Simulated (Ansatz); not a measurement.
# C2H5FSeSi: one species, many methods

Aim: compute C2H5FSeSi with functionals from several rungs and with coupled cluster. The yardstick is the atomisation energy at the CCSD(T) limit.

The runs use Ansatz 0.2.0, Gaussian basis; functionals in def2-TZVPP, the program's frozen cores in correlated methods.

Levels to be run: PBE-D4, r2SCAN-D4, PBE0-D4, B3LYP-D4, ωB97X-V, ωB97M-V, B2PLYP; CCSD(T)/def2-TZVPP; MP2/def2-QZVPP; extrapolation to the limit.

**1. The relaxed structure**

All runs share one geometry, relaxed beforehand with PBE0-D4 in a triple-zeta def2 set.

10 atoms, charge 0, spin multiplicity 1.

Atoms are counted from 1 here; the program's logs count them from 0.

Bond lengths: C1–C2 1.330 Å, C1–H6 1.086 Å, C1–H7 1.086 Å, C2–Se3 1.911 Å, C2–Si4 1.851 Å, Se3–H8 1.471 Å, Si4–F5 1.600 Å, Si4–H9 1.484 Å, Si4–H10 1.481 Å. Angles: C2–C1–H6 122.9°, C2–C1–H7 120.2°, H6–C1–H7 116.9°, C1–C2–Se3 120.8°, C1–C2–Si4 124.3°, Se3–C2–Si4 114.6°, C2–Se3–H8 95.1°, C2–Si4–F5 109.1°, C2–Si4–H9 109.7°, C2–Si4–H10 110.9°, F5–Si4–H9 108.5°, F5–Si4–H10 108.3°, H9–Si4–H10 110.3°.

**2. PBE-D4 (GGA)**

Contents of in.yaml:

```yaml
crystal:
  periodic: [false, false, false]
  atoms:
    - {symbol: C, position_ang: [-0.338647, -0.032262, 1.649903]}
    - {symbol: C, position_ang: [0.202546, -0.252703, 0.455063]}
    - {symbol: Se, position_ang: [1.701275, -1.422511, 0.259732]}
    - {symbol: Si, position_ang: [-0.280009, 0.645629, -1.089558]}
    - {symbol: F, position_ang: [-1.609602, 1.491482, -0.809930]}
    - {symbol: H, position_ang: [-0.017486, -0.551458, 2.548333]}
    - {symbol: H, position_ang: [-1.137635, 0.694423, 1.762337]}
    - {symbol: H, position_ang: [1.339637, -1.873668, -1.093103]}
    - {symbol: H, position_ang: [-0.563740, -0.332317, -2.169015]}
    - {symbol: H, position_ang: [0.786863, 1.582285, -1.510661]}
basis:
  gaussian: {orbitals: def2-TZVPP}
hamiltonian: {xc: pbe, dispersion: d4}
output: {forces: true, orbitals: {seedname: orbitals}}
```

On the command line:

```bash
ansatz run in.yaml --threads 4 --pin off --events-out ev --progress --plain --max-ram 10444MiB
```

Further steps of the session: r2SCAN-D4 (meta-GGA); PBE0-D4 (hybrid); B3LYP-D4 (hybrid); ωB97X-V (range-separated); ωB97M-V (range-separated); B2PLYP (double hybrid); CCSD(T) in def2-TZVPP; MP2 in def2-QZVPP.

Before running them: what should the planned runs give, taken together? Wanted: atomisation energy, CCSD(T)/CBS; farthest; mean size of error, hybrid; mean size of error, range-separated; gap, smallest and largest; T1 diagnostic; triples share of the correlation energy.

The runs gave:

| quantity | value |
| --- | --- |
| atomisation energy, CCSD(T)/CBS | 38.050 eV |
| functionals within 0.381 eV (1.0 %) | r2SCAN-D4, PBE0-D4, B3LYP-D4, ωB97X-V, ωB97M-V |
| farthest | B2PLYP (-0.565 eV) |
| mean size of error, hybrid | 0.180 eV |
| mean size of error, range-separated | 0.102 eV |
| gap, smallest and largest | 3.92 eV (PBE-D4), 10.34 eV (ωB97X-V) |
| T1 diagnostic | 0.0113 |
| triples share of the correlation energy | 3.8 % |

**Reading.** PBE-D4 is off by +0.537 eV. Double hybrids carry the basis error of their MP2 part in triple zeta, and no dispersion term here, so their miss is partly the set-up's. Misses under about 0.381 eV are within the doubt on the reference itself, which lacks core-valence correlation, relativity and higher excitations, and its outer-core shells are covered unevenly. All levels share the lack of spin-orbit coupling, which lowers the free heavy atoms and so the true binding. Hartree-Fock recovers 73 % of the binding; the rest is correlation. The gap grows from 3.9 to 10.3 eV across the functionals, mostly with the share of exact exchange. Correlated methods include outer-core shells of Se, which these sets cover unevenly.
